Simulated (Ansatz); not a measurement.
Geometry optimisation, DFT PBE-D3(BJ), scalar-relativistic, plane waves, PAW in Ansatz 0.2.0.

Input file:

```yaml
crystal:
  lattice:
    - [7.479512, 0.0, 0.0]
    - [0.0, 5.288813, 0.0]
    - [0.0, 0.0, 22.34939]
  atoms:
    - { symbol: Ca, position: [0.49999998, 0.0, 0.04474395] }
    - { symbol: Ca, position: [0.24999999, 0.50000004, 0.12840968] }
    - { symbol: Ca, position: [0.74999997, 0.50000004, 0.12840968] }
    - { symbol: Mg, position: [0.0, 0.0, 0.04474395] }
    - { symbol: Ca, position: [0.0, 0.0, 0.2120754] }
    - { symbol: Ca, position: [0.74999997, 0.50000004, 0.29574113] }
    - { symbol: Ca, position: [0.24999999, 0.50000004, 0.29574113] }
    - { symbol: Mg, position: [0.49999998, 0.0, 0.2120754] }
    - { symbol: Ca, position: [0.49999998, 0.0, 0.37940685] }
    - { symbol: Ca, position: [0.24999999, 0.50000004, 0.46307258] }
    - { symbol: Ca, position: [0.74999997, 0.50000004, 0.46307258] }
    - { symbol: Mg, position: [0.0, 0.0, 0.37940685] }
    - { symbol: K, position: [0.41666665, -0.16666668, 0.60759554] }
basis:
  ecutwfc: 420.0
kpoints:
  mp_grid: { grid: [2, 3, 1] }
hamiltonian:
  xc: pbe
  dispersion: d3bj
scf:
  occupations: { method: gaussian, width: 0.1 }
  lower_state_search: "off"
relax:
  f_tol: 0.03
  max_steps: 60
  adjacent_minimum: "off"
  constraints: [{ sites: [0, 3] }]
```

Run as:

```bash
$ ansatz run input.yaml --threads 2 --pin off --max-ram 5120MiB --backend cpu --events-out ev --progress --plain --runs-dir out
```

Where does it end, and by what steps?

It converged. The force dipped under the threshold on the way, but the program's further checks kept it going. Limits of this set-up: coarse k mesh, slab without dipole correction. After 11 steps the energy has fallen by 0.275 eV; K13 moved furthest, 1.30 Å.

```json
{"step": "0", "energy less start (eV)": "0.0000", "largest force component (eV/Å)": "0.210", "accepted": "yes"}
{"step": "1", "energy less start (eV)": "-0.0740", "largest force component (eV/Å)": "0.201", "accepted": "yes"}
{"step": "2", "energy less start (eV)": "-0.1375", "largest force component (eV/Å)": "0.170", "accepted": "yes"}
{"step": "3", "energy less start (eV)": "-0.1841", "largest force component (eV/Å)": "0.136", "accepted": "yes"}
{"step": "4", "energy less start (eV)": "-0.2207", "largest force component (eV/Å)": "0.092", "accepted": "yes"}
{"step": "5", "energy less start (eV)": "-0.2479", "largest force component (eV/Å)": "0.050", "accepted": "yes"}
{"step": "6", "energy less start (eV)": "-0.2669", "largest force component (eV/Å)": "0.021", "accepted": "yes"}
{"step": "7", "energy less start (eV)": "-0.2729", "largest force component (eV/Å)": "0.043", "accepted": "yes"}
{"step": "8", "energy less start (eV)": "-0.2721", "largest force component (eV/Å)": "0.055", "accepted": "no"}
{"step": "9", "energy less start (eV)": "-0.2740", "largest force component (eV/Å)": "0.012", "accepted": "yes"}
{"step": "10", "energy less start (eV)": "-0.2748", "largest force component (eV/Å)": "0.015", "accepted": "yes"}
{"step": "11", "energy less start (eV)": "-0.2751", "largest force component (eV/Å)": "0.019", "accepted": "yes"}
```

```xyz
13
Lattice="7.4795 0.0000 0.0000 0.0000 5.2888 0.0000 0.0000 0.0000 22.3494" Properties=species:S:1:pos:R:3
Ca 3.740 0.000 1.000
Ca 1.800 2.645 2.574
Ca 5.598 2.646 2.762
Mg 0.000 0.000 1.000
Ca 0.043 0.003 4.526
Ca 5.784 2.649 6.489
Ca 2.031 2.649 6.208
Mg 3.813 0.003 4.468
Ca 3.791 0.006 8.130
Ca 1.754 2.651 9.812
Ca 5.557 2.652 10.182
Mg 0.029 0.004 8.185
K 3.145 0.006 12.625
```

Time of the run: 120 s on 2 threads of Arm Neoverse V1, with other jobs on the host, peak memory 1.1 GiB.
